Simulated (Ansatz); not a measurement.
**GeAsH2 (sextet): from Hartree-Fock to the top rungs, cc-pVTZ**

An exercise on one series of results from a longer session: the logs are not shown, and one member is left open.

Method: cc-pVTZ, core rule «outside noble gas», up to 28 orbitals frozen; program: Ansatz 0.2.0, Gaussian basis.

The runs, in order: UHF; CCSD(T) on ROHF; CCSD(T) on UHF; BCCD(T) on ROHF; CCSDT(Q) on ROHF; CCSDT(Q) on UHF; CASSCF and MRCISD+Q, 11 electrons in 10 orbitals; CASSCF and NEVPT2, 11 electrons in 10 orbitals.

5 further runs of the same task are left out: 5 set aside as unsound or not needed.

### The geometry

The geometry is a PBE0/def2-TZVP stationary point (not a proven minimum) of the parent state, kept for this charge and spin. No spin-orbit coupling is included. The filled d shell of Ge, As may be among the frozen orbitals whatever the setting's name suggests; the logs give the count.

4 atoms, charge 0, spin multiplicity 6.

Atoms are counted from 1 here; the program's logs count them from 0.

Bond lengths: Ge1–As2 2.506 Å, Ge1–H3 1.559 Å, As2–H4 1.525 Å. Angles: As2–Ge1–H3 115.1°, Ge1–As2–H4 92.9°.

The first run:

Input file in.yaml:

```yaml
crystal:
  periodic: [false, false, false]
  atoms:
    - {symbol: Ge, position_ang: [0.000000, -0.057184, 1.266796]}
    - {symbol: As, position_ang: [0.000000, 0.057296, -1.236405]}
    - {symbol: H, position_ang: [0.000000, 1.323124, 1.991542]}
    - {symbol: H, position_ang: [0.000000, -1.460876, -1.383020]}
basis:
  gaussian: {orbitals: cc-pVTZ}
magnetization: {spin_polarized: true, initial_magnetization: 5}
hamiltonian: {xc: hf}
output: {orbitals: {seedname: orbitals}}
```

The run is started by

```console
$ ansatz run in.yaml --threads 1 --pin off --events-out ev --progress --plain --max-ram 4096MiB --backend cpu
```

Steps of the session up to this table: UHF; CCSD(T) on ROHF; CCSD(T) on UHF; BCCD(T) on ROHF; CCSDT(Q) on ROHF; CCSDT(Q) on UHF; CASSCF and MRCISD+Q, 11 electrons in 10 orbitals; CASSCF and NEVPT2, 11 electrons in 10 orbitals.

One table of the session follows, with a row left open; its other results are not shown here.

| method | from RCCSDT(Q) (kJ/mol) |
| --- | --- |
| ROHF | +591.5 |
| UHF | ? |
| RMP2 | +121.1 |
| UMP2 | +117.2 |
| RCCSD | +28.3 |
| UCCSD | +24.4 |
| RCCSD(T) | +5.3 |
| UCCSD(T) | +2.0 |
| BCCD(T) | +5.0 |
| RCCSDT | +1.0 |
| UCCSDT | -2.3 |
| RCCSDT(Q) | 0 |
| UCCSDT(Q) | -3.3 |
| CASSCF valence | +483.4 |
| NEVPT2 valence | +118.2 |
| MRCISD valence | +51.7 |
| MRCISD+Q valence | +11.2 |

Estimate the missing values for UHF.

As computed: from RCCSDT(Q) (kJ/mol): +571.8. In the column «from RCCSDT(Q) (kJ/mol)» it lies between CASSCF valence (+483.4) and ROHF (+591.5).

To keep in mind: Restricted and unrestricted rows rest on different reference determinants; where their highest levels disagree by more than a few hundredths of an eV, they describe different states and don't form one ladder.
